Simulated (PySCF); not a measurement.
**One shape, several levels: CH4Cl2SeSi (SMILES C[Se][SiH](Cl)Cl)**

Wanted: a comparison of 6 runs (HF/STO-3G, HF/def2-SVP, B3LYP/6-31G*, B3LYP/def2-SVPD, MP2/6-311G**) of CH4Cl2SeSi. The job is set up through a Python script.

The calculation is run with PySCF 2.14.0.

### 1 The structure to begin with

CH4Cl2SeSi has 9 atoms, charge 0, and is taken as a singlet. SMILES: `C[Se][SiH](Cl)Cl`. Geometry: relaxed at PBE0-D4/def2-TZVP. This is one conformer, not always the lowest.

Bond lengths: C1–Se2 1.960 Å, Se2–Si3 2.244 Å, Si3–Cl4 2.049 Å, Si3–Cl5 2.039 Å, C1–H6 1.087 Å, C1–H7 1.088 Å, C1–H8 1.088 Å, Si3–H9 1.477 Å. Some angles: C1–Se2–Si3 95.8°, Se2–Si3–Cl4 111.7°, Se2–Si3–Cl5 107.1°, Cl4–Si3–Cl5 109.9°, Se2–C1–H6 110.0°, Se2–C1–H7 105.9°, Se2–C1–H8 110.5°, Se2–Si3–H9 113.2°, Cl4–Si3–H9 105.9°, Cl5–Si3–H9 109.0°.

### 2 Energy and gradient at HF/STO-3G (run 1)

Contents of input.py:

```python
import pyscf.grad
from pyscf import gto, scf

mol = gto.M(
    atom='''
C     -2.893360    -0.950532    -0.532714
Se     0.342985    -2.733678    -0.278357
Si     2.650719     0.700710     0.648932
Cl     2.338725     3.420971    -2.090037
Cl     6.317921    -0.442763     0.947131
H     -2.822306     0.416685    -2.065282
H     -4.298938    -2.393527    -0.946942
H     -3.353319    -0.034204     1.249487
H      1.884813     1.928843     3.035089
''',
    basis='sto-3g',
    unit='bohr',
    verbose=4,
    max_memory=1860,
)

myscf = scf.RHF(mol)
myscf.conv_tol = 1e-10
myscf.kernel()
if not myscf.converged:
    myscf = myscf.newton().run(myscf.mo_coeff, myscf.mo_occ)

e_final = myscf.e_tot
print('Final energy', e_final)
grad = myscf.Gradients().kernel()
myscf.analyze()
```

Run with:

```console
$ OMP_NUM_THREADS=1 python input.py
```

What it wrote:

```text
PySCF version 2.14.0

[... 80 lines left out ...]
Two-electron Energy =                 2042.726405225412918
[... 9 lines left out ...]
MO #6   energy= -53.4979673129603  occ= 2
[... 7 lines left out ...]
MO #14  energy= -7.80728487125142  occ= 2
[... 7 lines left out ...]
MO #22  energy= -6.07623095398214  occ= 2
[... 7 lines left out ...]
MO #30  energy= -1.69249663838818  occ= 2
[... 7 lines left out ...]
MO #38  energy= -0.519293892121986 occ= 2
[... 7 lines left out ...]
MO #46  energy= -0.291037680089339 occ= 2
[... 7 lines left out ...]
MO #54  energy= 0.694679374659012  occ= 0
[... 66 lines left out ...]
Dipole moment(X, Y, Z, Debye): -3.12078,  0.21741,  1.64390
```

Run time: 3.9 s. Hardware: 1 thread of Arm Neoverse V2, shared host; peak memory 0.13 GiB.

### 3 Energy and forces at HF/def2-SVP (run 2)

Contents of calc.py:

```python
import pyscf.grad
from pyscf import gto

molecule = gto.M(
    atom='''
C     -2.893360    -0.950532    -0.532714
Se     0.342985    -2.733678    -0.278357
Si     2.650719     0.700710     0.648932
Cl     2.338725     3.420971    -2.090037
Cl     6.317921    -0.442763     0.947131
H     -2.822306     0.416685    -2.065282
H     -4.298938    -2.393527    -0.946942
H     -3.353319    -0.034204     1.249487
H      1.884813     1.928843     3.035089
''',
    basis='def2-svp',
    spin=0,
    verbose=3,
    max_memory=1860,
    unit='bohr',
    charge=0,
)

hf = molecule.RHF()
hf.conv_tol = 1e-10
hf.kernel()
if not hf.converged:
    hf = hf.newton().run(hf.mo_coeff, hf.mo_occ)

etot = hf.e_tot
print('E(%s) = %.9f' % ('HF', etot))
grad = hf.Gradients().kernel()
hf.analyze()
```

Run with:

```console
$ OMP_NUM_THREADS=1 python calc.py
```

What it wrote:

```text
converged SCF energy = -3647.39314466357
[... 17 lines left out ...]
MO #8   energy= -54.2362278774024  occ= 2
[... 13 lines left out ...]
MO #22  energy= -6.223595458458    occ= 2
[... 13 lines left out ...]
MO #36  energy= -0.61005426306044  occ= 2
[... 13 lines left out ...]
MO #50  energy= 0.181390602863155  occ= 0
[... 13 lines left out ...]
MO #64  energy= 0.65868282144999   occ= 0
[... 13 lines left out ...]
MO #78  energy= 0.939146502385177  occ= 0
[... 13 lines left out ...]
MO #92  energy= 1.24409952925256   occ= 0
[... 13 lines left out ...]
MO #106 energy= 2.06793591566302   occ= 0
[... 13 lines left out ...]
MO #120 energy= 3.86813357111597   occ= 0
[... 10 lines left out ...]
Dipole moment(X, Y, Z, Debye): -2.32087,  0.27296,  0.67878
```

Wall time 13 s (1 thread of Arm Neoverse V2, shared host); peak memory 0.32 GiB.

Run 3 isn't shown in full; the table further down has it.

### 4 Energy and forces at B3LYP/6-31G(d) (Cartesian functions) (run 4)

Contents of job.py:

```python
# C[Se][SiH](Cl)Cl
from pyscf import gto, dft

mol = gto.M(
    atom='''
C     -2.893360    -0.950532    -0.532714
Se     0.342985    -2.733678    -0.278357
Si     2.650719     0.700710     0.648932
Cl     2.338725     3.420971    -2.090037
Cl     6.317921    -0.442763     0.947131
H     -2.822306     0.416685    -2.065282
H     -4.298938    -2.393527    -0.946942
H     -3.353319    -0.034204     1.249487
H      1.884813     1.928843     3.035089
''',
    cart=True,
    basis='6-31g*',
    charge=0,
    unit='bohr',
    max_memory=1860,
    verbose=4,
)

mf = dft.RKS(mol, xc='b3lyp')
mf.grids.level = 5
mf.conv_tol = 1e-10
mf.kernel()
if not mf.converged:
    mf = mf.newton().run(mf.mo_coeff, mf.mo_occ)

etot = mf.e_tot
print('Final energy', etot)
grad = mf.nuc_grad_method().kernel()
mf.analyze()
```

Run with:

```console
$ OMP_NUM_THREADS=1 python job.py
```

What it wrote:

```text
PySCF version 2.14.0

[... 95 lines left out ...]
Total Energy =                       -3651.819915766330269
[... 16 lines left out ...]
MO #10  energy= -9.47268277735681  occ= 2
[... 14 lines left out ...]
MO #25  energy= -3.72548589046698  occ= 2
[... 14 lines left out ...]
MO #40  energy= -0.390079154481627 occ= 2
[... 14 lines left out ...]
MO #55  energy= 0.177675485683612  occ= 0
[... 14 lines left out ...]
MO #70  energy= 0.503561995589312  occ= 0
[... 14 lines left out ...]
MO #85  energy= 0.859711931732946  occ= 0
[... 14 lines left out ...]
MO #100 energy= 1.67595759946363   occ= 0
[... 14 lines left out ...]
MO #115 energy= 89.7915110323995   occ= 0
[... 127 lines left out ...]
Dipole moment(X, Y, Z, Debye): -2.51874,  0.10983,  0.65517
```

Wall time 69 s (1 thread of Arm Neoverse V2, shared host); peak memory 1.2 GiB.

Run 5 isn't shown in full; the table further down has it.

### 5 Energy and gradient at MP2/6-311G(d,p) (run 6)

Contents of calc.py:

```python
from pyscf import gto, mp

mol = gto.M(
    atom='''
C     -2.893360    -0.950532    -0.532714
Se     0.342985    -2.733678    -0.278357
Si     2.650719     0.700710     0.648932
Cl     2.338725     3.420971    -2.090037
Cl     6.317921    -0.442763     0.947131
H     -2.822306     0.416685    -2.065282
H     -4.298938    -2.393527    -0.946942
H     -3.353319    -0.034204     1.249487
H      1.884813     1.928843     3.035089
''',
    unit='bohr',
    max_memory=1860,
    verbose=3,
    spin=0,
    basis='6-311g**',
)

mf = mol.RHF()
mf.conv_tol = 1e-10
mf.kernel()
if not mf.converged:
    mf = mf.newton().run(mf.mo_coeff, mf.mo_occ)

pt = mp.MP2(mf, frozen=25).run()
energy = pt.e_tot
print('E = %.10f Eh' % energy)
grad = pt.nuc_grad_method().kernel()
dip = mf.dip_moment()
pop, q = mf.mulliken_pop()
```

Run with:

```console
$ OMP_NUM_THREADS=1 python calc.py
```

What it wrote:

```text
converged SCF energy = -3648.08444620724
[... 11 lines left out ...]
Dipole moment(X, Y, Z, Debye): -2.80871,  0.06808,  0.82559
[... 174 lines left out ...]
charge of    8H =     -0.12371
```

Wall time 78 s (1 thread of Arm Neoverse V2, shared host); peak memory 1.9 GiB.

### 6 All runs side by side

```tsv
run	level	integration grid	Cartesian functions	energy (Eh)	dipole moment (D) of the reference	HOMO energy (eV)	LUMO energy (eV)	wall time
1	HF/STO-3G	–	no	-3608.201116	3.53	-7.92	6.99	3.9 s
2	HF/def2-SVP	–	no	-3647.393145	2.43	-9.66	3.21	13 s
3	B3LYP/6-31G* (spherical functions)	5	no	-3651.803682	2.61	-6.80	-0.66	63 s
4	B3LYP/6-31G* (Cartesian functions)	5	yes	-3651.819916	2.60	-6.80	-0.66	69 s
5	B3LYP/def2-SVPD	5	no	-3651.480901	2.30	-6.89	-0.95	1.9 min
6	MP2/6-311G**	–	no	-3648.865949	2.93	-9.77	2.61	78 s
```

### 7 What came out

| quantity | value |
| --- | --- |
| run 6: total energy | -3648.86595 Eh |
| run 6: dipole moment (Hartree–Fock density) | 2.93 D |
| run 6: HOMO energy (Hartree–Fock orbitals) | -9.77 eV |
| run 6: LUMO energy (Hartree–Fock orbitals) | 2.61 eV |
| run 6: HOMO–LUMO gap (Hartree–Fock orbitals) | 12.38 eV |
| run 6: correlation energy (25 core orbitals frozen) | -781.5 mEh |
| run 6: largest force on an atom | 0.244 eV/Å |

**Reading.** Over runs 1, 2, 3, 4, 5 the dipole moment (its size) runs from 2.30 D (B3LYP/def2-SVPD) to 3.53 D (HF/STO-3G). The two ends differ in method and basis. Over runs 1, 2, 3, 4, 5 the HOMO–LUMO gap runs from 5.94 eV (B3LYP/def2-SVPD) to 14.91 eV (HF/STO-3G). In run 1 the basis is minimal, so the values are rough. All runs together took 5.7 min, the longest 1.9 min.
